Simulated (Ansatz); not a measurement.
# BF2H4NSi: basis-set convergence

One table from this session's results is given with a row withheld; the runs are named, their logs left out.

Computed with Ansatz 0.2.0, Gaussian basis. Level: one geometry, several basis sets.

Plan: PBE0-D4/def2-SVP; ωB97M-V/def2-SVP; PBE0-D4/def2-QZVPP; ωB97M-V/def2-QZVPP; the functionals' def2-TZVPP values are taken from earlier runs.

### Structure used throughout

The geometry comes from an earlier relaxation with PBE0-D4 in a triple-zeta def2 set; it is a stationary point, not always the lowest conformer.

SMILES `BN[SiH](F)F`, 9 atoms, charge 0, spin multiplicity 1.

Atoms are counted from 1 here; the program's logs count them from 0.

Bond lengths: B1–N2 1.404 Å, B1–H6 1.195 Å, B1–H7 1.197 Å, N2–Si3 1.714 Å, N2–H8 1.012 Å, Si3–F4 1.585 Å, Si3–F5 1.585 Å, Si3–H9 1.465 Å. Angles: N2–B1–H6 119.7°, N2–B1–H7 118.7°, H6–B1–H7 121.6°, B1–N2–Si3 124.6°, B1–N2–H8 117.4°, Si3–N2–H8 118.0°, N2–Si3–F4 110.1°, N2–Si3–F5 109.8°, N2–Si3–H9 110.9°, F4–Si3–F5 105.2°, F4–Si3–H9 110.2°, F5–Si3–H9 110.4°.

Set-up of the first run:

in.yaml

```yaml
crystal:
  periodic: [false, false, false]
  atoms:
    - {symbol: B, position_ang: [-0.263322, 0.782757, 1.316484]}
    - {symbol: N, position_ang: [-0.382364, -0.305953, 0.437264]}
    - {symbol: Si, position_ang: [0.371227, -0.404236, -1.098707]}
    - {symbol: F, position_ang: [1.339714, -1.657528, -1.151983]}
    - {symbol: F, position_ang: [-0.719624, -0.672669, -2.216602]}
    - {symbol: H, position_ang: [-0.826106, 0.756641, 2.370461]}
    - {symbol: H, position_ang: [0.405034, 1.718503, 0.984831]}
    - {symbol: H, position_ang: [-0.951805, -1.086273, 0.737426]}
    - {symbol: H, position_ang: [1.115744, 0.822459, -1.396273]}
basis:
  gaussian: {orbitals: def2-SVP}
hamiltonian: {xc: pbe0, dispersion: d4}
output: {orbitals: {seedname: orbitals}}
```

Started as:

```console
ansatz run in.yaml --threads 2 --pin off --events-out ev --progress --plain --max-ram 4352MiB
```

Steps of the session up to this table: PBE0-D4 in def2-SVP; ωB97M-V in def2-SVP; PBE0-D4 in def2-QZVPP; ωB97M-V in def2-QZVPP.

One table of the session follows, with a row left open; its other results are not shown here.

```
functional       basis  HOMO (eV)
   PBE0-D4    def2-SVP      -9.35
   PBE0-D4  def2-TZVPP      -9.43
   PBE0-D4  def2-QZVPP      -9.44
   ωB97M-V    def2-SVP          ?
   ωB97M-V  def2-TZVPP     -11.77
   ωB97M-V  def2-QZVPP     -11.78
```

Estimate the missing values for ωB97M-V, def2-SVP.

As computed: HOMO (eV): -11.64. In the column «HOMO (eV)» it lies between ωB97M-V, def2-TZVPP (-11.77) and PBE0-D4, def2-QZVPP (-9.44).
